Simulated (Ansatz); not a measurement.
# C6H18ClGeN3: up Jacob's ladder to CCSD(T)

An exercise on one series of results from a longer session: the logs are not shown, and one member is left open.

Program: Ansatz 0.2.0, Gaussian basis. Level of theory: functionals in def2-TZVPP, the program's frozen cores in correlated methods. These are calculated values, not measurements.

Levels to be run: LDA (SPW92), PBE-D4, revPBE-D4, BLYP-D4, r2SCAN-D4, B97M-V, PBE0-D4, B3LYP-D4, r2SCANh-D4, r2SCAN0-D4, HSE06-D4, BHLYP-D4, CAM-B3LYP-D4, LC-ωPBE, ωB97X-V, ωB97M-V, B2PLYP, PBE-QIDH; CCSD(T)/def2-SVP; CCSD(T)/def2-TZVPP; MP2/def2-QZVPP; extrapolation to the limit; RPA on PBE.

**The geometry**

All runs share one geometry, relaxed beforehand with PBE0-D4 in a triple-zeta def2 set.

SMILES `C[N](C)[Ge]([Cl])([N](C)C)[N](C)C`, 29 atoms, charge 0, spin multiplicity 1.

Atoms are counted from 1 here; the program's logs count them from 0.

Bond lengths: C1–N2 1.445 Å, C1–H12 1.097 Å, C1–H13 1.092 Å, C1–H14 1.102 Å, N2–C3 1.442 Å, N2–Ge4 1.827 Å, C3–H15 1.102 Å, C3–H16 1.090 Å, C3–H17 1.097 Å, Ge4–Cl5 2.170 Å, Ge4–N6 1.810 Å, Ge4–N9 1.827 Å, N6–C7 1.444 Å, N6–C8 1.444 Å, C7–H18 1.100 Å, C7–H19 1.091 Å, C7–H20 1.097 Å, C8–H21 1.091 Å and more. Angles: N2–C1–H12 110.0°, N2–C1–H13 110.6°, N2–C1–H14 112.9°, H12–C1–H13 107.7°, H12–C1–H14 107.3°, H13–C1–H14 108.1°, C1–N2–C3 113.1°, C1–N2–Ge4 117.0°, C3–N2–Ge4 121.2°, N2–C3–H15 112.9°, N2–C3–H16 110.7°, N2–C3–H17 109.8°, H15–C3–H16 108.3°, H15–C3–H17 107.3°, H16–C3–H17 107.7°, N2–Ge4–Cl5 105.5°, N2–Ge4–N6 106.1°, N2–Ge4–N9 120.1° and more.

Set-up of the first run:

Contents of in.yaml:

```yaml
crystal:
  periodic: [false, false, false]
  atoms:
    - {symbol: C, position_ang: [-1.815373, 0.793807, 1.294054]}
    - {symbol: N, position_ang: [-0.399549, 0.658391, 1.551200]}
    - {symbol: C, position_ang: [-0.104813, 0.292661, 2.914765]}
    - {symbol: Ge, position_ang: [0.642003, 0.073616, 0.169407]}
    - {symbol: Cl, position_ang: [2.678727, 0.120780, 0.916762]}
    - {symbol: N, position_ang: [0.343173, 1.216756, -1.202337]}
    - {symbol: C, position_ang: [0.271503, 2.634571, -0.936685]}
    - {symbol: C, position_ang: [0.872028, 0.906251, -2.509859]}
    - {symbol: N, position_ang: [0.406926, -1.606286, -0.509121]}
    - {symbol: C, position_ang: [-0.870650, -1.888059, -1.123789]}
    - {symbol: C, position_ang: [0.992514, -2.758619, 0.130555]}
    - {symbol: H, position_ang: [-2.237530, 1.587820, 1.923075]}
    - {symbol: H, position_ang: [-1.992915, 1.066525, 0.251552]}
    - {symbol: H, position_ang: [-2.380125, -0.127671, 1.506795]}
    - {symbol: H, position_ang: [-0.564979, -0.663474, 3.211031]}
    - {symbol: H, position_ang: [0.971880, 0.215773, 3.068137]}
    - {symbol: H, position_ang: [-0.484853, 1.063283, 3.596990]}
    - {symbol: H, position_ang: [1.247829, 3.129001, -1.049203]}
    - {symbol: H, position_ang: [-0.082775, 2.814433, 0.079148]}
    - {symbol: H, position_ang: [-0.425502, 3.115553, -1.634142]}
    - {symbol: H, position_ang: [0.956346, -0.173400, -2.639986]}
    - {symbol: H, position_ang: [0.205833, 1.295795, -3.289639]}
    - {symbol: H, position_ang: [1.866665, 1.347462, -2.672244]}
    - {symbol: H, position_ang: [-1.617140, -2.267570, -0.408197]}
    - {symbol: H, position_ang: [-0.751779, -2.648848, -1.905628]}
    - {symbol: H, position_ang: [-1.278131, -0.990328, -1.593781]}
    - {symbol: H, position_ang: [1.157690, -3.550881, -0.610175]}
    - {symbol: H, position_ang: [1.958935, -2.506169, 0.567389]}
    - {symbol: H, position_ang: [0.354358, -3.179375, 0.923927]}
basis:
  gaussian: {orbitals: def2-TZVPP}
hamiltonian: {xc: lda}
output: {orbitals: {seedname: orbitals}}
```

Command:

```
$ ansatz run in.yaml --threads 11 --pin off --events-out ev --progress --plain --max-ram 174080MiB --backend cuda --devices 0, --max-vram 75GiB
```

Among the steps run: LDA; PBE-D4 (GGA); revPBE-D4 (GGA); BLYP-D4 (GGA); r2SCAN-D4 (meta-GGA); B97M-V (meta-GGA); PBE0-D4 (hybrid); B3LYP-D4 (hybrid); r2SCANh-D4 (hybrid); r2SCAN0-D4 (hybrid); HSE06-D4 (hybrid); BHLYP-D4 (hybrid); CAM-B3LYP-D4 (range-separated); LC-ωPBE (range-separated); ωB97X-V (range-separated); ωB97M-V (range-separated); B2PLYP (double hybrid); PBE-QIDH (double hybrid).

One of the session's tables, all rows but one given; the rest of the session is left out.

It belongs to the step «Frontier levels by functional». 

```
  functional  HOMO (eV)  LUMO (eV)  gap (eV)
 LDA (SPW92)      -4.84      -0.67      4.17
      PBE-D4      -4.73      -0.37      4.35
   revPBE-D4      -4.68      -0.24      4.43
     BLYP-D4      -4.62      -0.29      4.33
   r2SCAN-D4      -4.96      -0.04      4.92
      B97M-V      -5.13      -0.11      5.03
     PBE0-D4          ?          ?         ?
    B3LYP-D4      -5.83       0.35      6.19
  r2SCANh-D4      -5.45       0.33      5.79
  r2SCAN0-D4      -6.21       0.87      7.08
    HSE06-D4      -5.64       0.28      5.92
    BHLYP-D4      -7.31       1.35      8.66
CAM-B3LYP-D4      -7.40       1.50      8.90
     LC-ωPBE      -8.71       2.79     11.50
     ωB97X-V      -8.40       2.51     10.91
     ωB97M-V      -8.33       2.13     10.46
```

Q: Estimate the row for PBE0-D4 from the others.

As computed: HOMO (eV): -6.04; LUMO (eV): 0.65; gap (eV): 6.69. In the column «HOMO (eV)» it lies between r2SCAN0-D4 (-6.21) and B3LYP-D4 (-5.83).
